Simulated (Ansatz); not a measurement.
# C₂HGa (quintet): wave-function methods side by side, cc-pVDZ

The task here is to estimate one member of a computed series from the others.

Method: cc-pVDZ, core rule «outside noble gas», up to 16 orbitals frozen; program: Ansatz 0.2.0, Gaussian basis.

The runs, in order: UHF; CCSD(T) on ROHF; CCSD(T) on UHF; BCCD(T) on ROHF; CISD; CCSDT(Q) on ROHF; CCSDT(Q) on UHF.

26 further runs of the same task are left out: 3 for a known fault of the program, 7 that didn't finish, 16 set aside as unsound or not needed.

### The geometry

The geometry is a PBE0/def2-TZVP stationary point (not a proven minimum) of the parent state, kept for this charge and spin. No spin-orbit coupling is included. The filled d shell of Ga may be among the frozen orbitals whatever the setting's name suggests; the logs give the count.

4 atoms, charge 0, spin multiplicity 5.

Atoms are counted from 1 here; the program's logs count them from 0.

Bond lengths: C1–C2 1.234 Å, C2–Ga3 1.932 Å, Ga3–H4 1.589 Å. Angles: C1–C2–Ga3 153.4°, C2–Ga3–H4 118.5°.

As a file:

```xyz
4
charge 0, multiplicity 5
C     0.0000   -0.0796    2.4633
C     0.0000    0.2777    1.2822
Ga    0.0000   -0.0514   -0.6220
H     0.0000    1.1955   -1.6073
```

The first run:

Contents of in.yaml:

```yaml
crystal:
  periodic: [false, false, false]
  atoms:
    - {symbol: C, position_ang: [0.000000, -0.079629, 2.463328]}
    - {symbol: C, position_ang: [0.000000, 0.277658, 1.282178]}
    - {symbol: Ga, position_ang: [0.000000, -0.051396, -0.621976]}
    - {symbol: H, position_ang: [0.000000, 1.195550, -1.607336]}
basis:
  gaussian: {orbitals: cc-pVDZ}
magnetization: {spin_polarized: true, initial_magnetization: 4}
hamiltonian: {xc: hf}
output: {orbitals: {seedname: orbitals}}
```

Run with:

```console
$ ansatz run in.yaml --threads 1 --pin off --events-out ev --progress --plain --max-ram 2393MiB
```

Among the steps run: UHF; CCSD(T) on ROHF; CCSD(T) on UHF; BCCD(T) on ROHF; CISD; CCSDT(Q) on ROHF; CCSDT(Q) on UHF.

One of the session's tables, all rows but one given; the rest of the session is left out.

```
   method  from RCCSDT(Q) (kJ/mol)
     ROHF                   +727.4
      UHF                   +690.6
     RMP2                   +144.2
     UMP2                   +158.6
    RCCSD                    +41.7
    UCCSD                        ?
 RCCSD(T)                    +12.3
 UCCSD(T)                    +12.5
  BCCD(T)                    +12.6
   RCCSDT                     +3.5
   UCCSDT                     +2.6
RCCSDT(Q)                        0
UCCSDT(Q)                     -1.1
```

Estimate the missing values for UCCSD.

The run gave: from RCCSDT(Q) (kJ/mol): +40.6. In the column «from RCCSDT(Q) (kJ/mol)» it lies between BCCD(T) (+12.6) and RCCSD (+41.7).

Not comparable, so not listed: CISD (they don't share determinant, frozen orbitals or solution with the rows shown, or repeat one).

Caveats from the session: Restricted and unrestricted rows rest on different reference determinants; where their highest levels disagree by more than a few hundredths of an eV, they describe different states and don't form one ladder.
